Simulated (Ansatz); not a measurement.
# K+ with AsH₃: structure and interaction energy

One table from this session's results is given with a row withheld; the runs are named, their logs left out.

The runs use Ansatz 0.2.0, Gaussian basis; PBE0-D4 structure, single points in def2-TZVPPD.

Levels: PBE-D4, revPBE-D4, BLYP-D4, r2SCAN-D4, B97M-V, PBE0-D4, B3LYP-D4, HSE06-D4, wB97X-V, wB97M-V, B2PLYP, Hartree-Fock, MP2, CCSD, CCSD(T). The reference is CCSD(T) extrapolated to the basis limit. For elements past Ar these valence bases correlate outer-core shells poorly and lack relativity, so that limit is rough.

Cores are frozen in the correlated methods. Filled d shells of the heavier atoms are correlated. The outer core shell of Li, Na, Mg and K is correlated. B3LYP uses VWN-RPA correlation. B2PLYP carries no dispersion term here.

164 further runs of the same task are left out: 1 that didn't finish, 163 set aside as unsound or not needed.

### Starting geometry

The pair, from a GFN2-xTB docking trial: 5 atoms, charge 1, spin multiplicity 1.

Atoms are counted from 1 here; the program's logs count them from 0.

Bond lengths: K1–As2 3.260 Å, As2–H3 1.483 Å, As2–H4 1.485 Å, As2–H5 1.484 Å. Angles: K1–As2–H3 124.2°, K1–As2–H4 123.4°, K1–As2–H5 124.0°, H3–As2–H4 92.1°, H3–As2–H5 92.0°, H4–As2–H5 91.8°.

Geometry (Å):

```xyz
5

K     0.0645    0.0344   -3.1035
As   -0.0004   -0.0059    0.1560
H     1.1591   -0.3646    1.0081
H    -0.3059    1.1895    0.9823
H    -0.9172   -0.8535    0.9572
```

Atoms 1 to 1 are fragment A (K+), the rest fragment B (AsH₃).

Set-up of the first run:

pre/in.yaml reads:

```yaml
crystal:
  periodic: [false, false, false]
  atoms:
    - {symbol: K, position_ang: [0.064500, 0.034400, -3.103500]}
    - {symbol: As, position_ang: [-0.000400, -0.005900, 0.156000]}
    - {symbol: H, position_ang: [1.159100, -0.364600, 1.008100]}
    - {symbol: H, position_ang: [-0.305900, 1.189500, 0.982300]}
    - {symbol: H, position_ang: [-0.917200, -0.853500, 0.957200]}
basis:
  gaussian: {orbitals: def2-SVP}
total_charge: 1
hamiltonian: {xc: pbe, dispersion: d4}
relax: {f_tol: 0.03, max_steps: 250}
```

On the command line:

```bash
$ ansatz run in.yaml --threads 2 --pin off --events-out ev --progress --plain --max-ram 5222MiB
```

Steps of the session up to this table: A first relaxation in a small basis; Relaxation at PBE0-D4; wB97X-V/def2-TZVPPD; wB97M-V/def2-TZVPPD; B2PLYP/def2-TZVPPD; B97M-V/def2-TZVPPD; CCSD(T)/def2-TZVPPD; MP2/def2-QZVPPD; Hartree-Fock/STO-3G; SPW92/def2-SVP; wB97M-V/def2-SVP; CCSD(T)/def2-SVP; Vibrations of the pair.

One table of the session follows, with a row left open; its other results are not shown here.

```
      method  interaction (kcal/mol)
      PBE-D4                  -10.89
   revPBE-D4                       ?
     BLYP-D4                  -10.03
   r2SCAN-D4                  -10.07
      B97M-V                   -9.95
     PBE0-D4                  -10.91
    B3LYP-D4                  -10.39
    HSE06-D4                  -10.94
     wB97X-V                  -10.69
     wB97M-V                  -10.22
      B2PLYP                   -9.74
Hartree-Fock                   -9.08
         MP2                   -9.89
        CCSD                   -9.57
     CCSD(T)                   -9.63
 CCSD(T)/CBS                  -10.28
```

**Question.** Estimate the row for revPBE-D4.

As computed: interaction (kcal/mol): -10.00. In the column «interaction (kcal/mol)» it lies between BLYP-D4 (-10.03) and B97M-V (-9.95).

Among the levels timed on like hardware and quicker than the yardstick, those that no quicker one beats, quickest first: revPBE-D4 (6.3 s, +0.28 kcal/mol); BLYP-D4 (7.8 s, +0.25 kcal/mol); B3LYP-D4 (9.7 s, -0.10 kcal/mol); wB97M-V (37 s, +0.06 kcal/mol).

For cost: wB97M-V gets within 0.06 kcal/mol in 37 s, where CCSD(T)/CBS took 81 s; the quickest level in the cost chart, revPBE-D4, takes 6.3 s and misses by 0.28 kcal/mol.

To keep in mind: A lower arrangement may exist.
